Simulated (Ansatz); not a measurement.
# Sc: the cost of one run

Computed with Ansatz 0.2.0 (DFT PBEsol, scalar-relativistic, plane waves, PAW, unless a step's input says otherwise).

**1. Starting point**

Symmetry: Fm-3m, No. 225, cubic system. The conventional cell has a = 4.541 Å, b = 4.541 Å, c = 4.541 Å, α = 90.00°, β = 90.00°, γ = 90.00°. Sc (site symmetry m-3m) has 12 Sc at 3.21 Å in its first shell of neighbours.

Coordinates:

```cif
data_structure
_symmetry_space_group_name_H-M 'Fm-3m'
_symmetry_Int_Tables_number 225
_cell_length_a 4.5410
_cell_length_b 4.5410
_cell_length_c 4.5410
_cell_angle_alpha 90.000
_cell_angle_beta 90.000
_cell_angle_gamma 90.000
_cell_volume 93.64
loop_
_atom_site_label
_atom_site_type_symbol
_atom_site_symmetry_multiplicity
_atom_site_Wyckoff_symbol
_atom_site_fract_x
_atom_site_fract_y
_atom_site_fract_z
_atom_site_occupancy
Sc1 Sc 4 a 0.00000 0.00000 0.00000 1
```

No relaxation comes first: the listed cell is the starting point.

**2. The reference cell**

The reference gives a free energy of -2111.3326 eV, pressure 0.46 GPa, largest force 0.000 eV/Å and gap on the mesh none (metal). It was computed beforehand with the settings of the runs below.

**3. Setting up a tetragonal deformation path**

At fixed volume and fractional coordinates, lengths along (0.000, 0.000, 1.000) are scaled against those across it; ρ is that ratio over its starting value.

**4. ρ = 0.707**

File input.yaml:

```yaml
crystal:
  lattice:
    - [0.0, 2.5486783803, 1.8019156149]
    - [2.5486783803, 0.0, 1.8019156149]
    - [2.5486783803, 2.5486783803, 0.0]
  atoms:
    - { symbol: Sc, position: [0.0, 0.0, 0.0] }
basis:
  ecutwfc: 420
kpoints:
  mp_grid: { grid: [20, 20, 20] }
hamiltonian:
  xc: pbesol
scf:
  occupations: { method: gaussian, width: 0.15 }
output:
  forces: true
  stress: true
  eigenvalues: true
  write_density: true
  write_potential: true
  elf: true
  volumetric_format: npy
```

Command:

```console
> ansatz run input.yaml --threads 1 --pin off --max-ram 2560MiB --backend cpu --events-out ev --progress --plain --runs-dir out
```

What time and memory should one allow on 1 thread of Arm Neoverse V2, shared host?

About 8.4 s, with a peak of 0.42 GiB.
